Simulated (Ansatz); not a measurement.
**C₂H₇BO: small, medium and large basis sets**

One table from this session's results is given with a row withheld; the runs are named, their logs left out.

The runs use Ansatz 0.2.0, Gaussian basis; one geometry, several basis sets.

Levels to be run: PBE0-D4/def2-SVP; ωB97M-V/def2-SVP; PBE0-D4/def2-QZVPP; ωB97M-V/def2-QZVPP; the functionals' def2-TZVPP values are taken from earlier runs.

## Structure used throughout

An earlier PBE0-D4 in a triple-zeta def2 set relaxation fixed the geometry.

SMILES `CCBO`, 11 atoms, charge 0, spin multiplicity 1.

Atoms are counted from 1 here; the program's logs count them from 0.

Bond lengths: C1–C2 1.528 Å, C1–H5 1.093 Å, C1–H6 1.092 Å, C1–H7 1.093 Å, C2–B3 1.569 Å, C2–H8 1.098 Å, C2–H9 1.101 Å, B3–O4 1.355 Å, B3–H10 1.202 Å, O4–H11 0.962 Å. Angles: C2–C1–H5 111.4°, C2–C1–H6 111.9°, C2–C1–H7 111.0°, H5–C1–H6 107.5°, H5–C1–H7 107.2°, H6–C1–H7 107.8°, C1–C2–B3 114.3°, C1–C2–H8 110.4°, C1–C2–H9 108.7°, B3–C2–H8 111.8°, B3–C2–H9 105.8°, H8–C2–H9 105.3°, C2–B3–O4 123.5°, C2–B3–H10 121.4°, O4–B3–H10 115.1°, B3–O4–H11 113.1°.

The first run:

File in.yaml:

```yaml
crystal:
  periodic: [false, false, false]
  atoms:
    - {symbol: C, position_ang: [-0.556249, 1.314020, 0.194134]}
    - {symbol: C, position_ang: [-0.148141, -0.126357, 0.498722]}
    - {symbol: B, position_ang: [0.844226, -0.749685, -0.545033]}
    - {symbol: O, position_ang: [0.775202, -2.034588, -0.968243]}
    - {symbol: H, position_ang: [-1.123598, 1.378603, -0.737923]}
    - {symbol: H, position_ang: [-1.178117, 1.737150, 0.986302]}
    - {symbol: H, position_ang: [0.322302, 1.954013, 0.082444]}
    - {symbol: H, position_ang: [-1.037341, -0.754715, 0.640303]}
    - {symbol: H, position_ang: [0.380269, -0.147738, 1.464294]}
    - {symbol: H, position_ang: [1.748273, -0.108314, -1.009997]}
    - {symbol: H, position_ang: [0.038474, -2.519490, -0.584401]}
basis:
  gaussian: {orbitals: def2-SVP}
hamiltonian: {xc: pbe0, dispersion: d4}
output: {orbitals: {seedname: orbitals}}
```

Among the steps run: PBE0-D4 in def2-SVP; ωB97M-V in def2-SVP; PBE0-D4 in def2-QZVPP; ωB97M-V in def2-QZVPP.

One of the session's tables, all rows but one given; the rest of the session is left out.

It belongs to the step «Functionals by basis». 

```
functional       basis  HOMO (eV)  LUMO (eV)
   PBE0-D4    def2-SVP      -8.19       0.36
   PBE0-D4  def2-TZVPP      -8.28       0.11
   PBE0-D4  def2-QZVPP      -8.30       0.02
   ωB97M-V    def2-SVP     -10.50       2.43
   ωB97M-V  def2-TZVPP     -10.61       1.97
   ωB97M-V  def2-QZVPP          ?          ?
```

Q: Estimate the row for ωB97M-V, def2-QZVPP from the others.

The run gave: HOMO (eV): -10.63; LUMO (eV): 1.51. In the column «HOMO (eV)» it is the lowest.
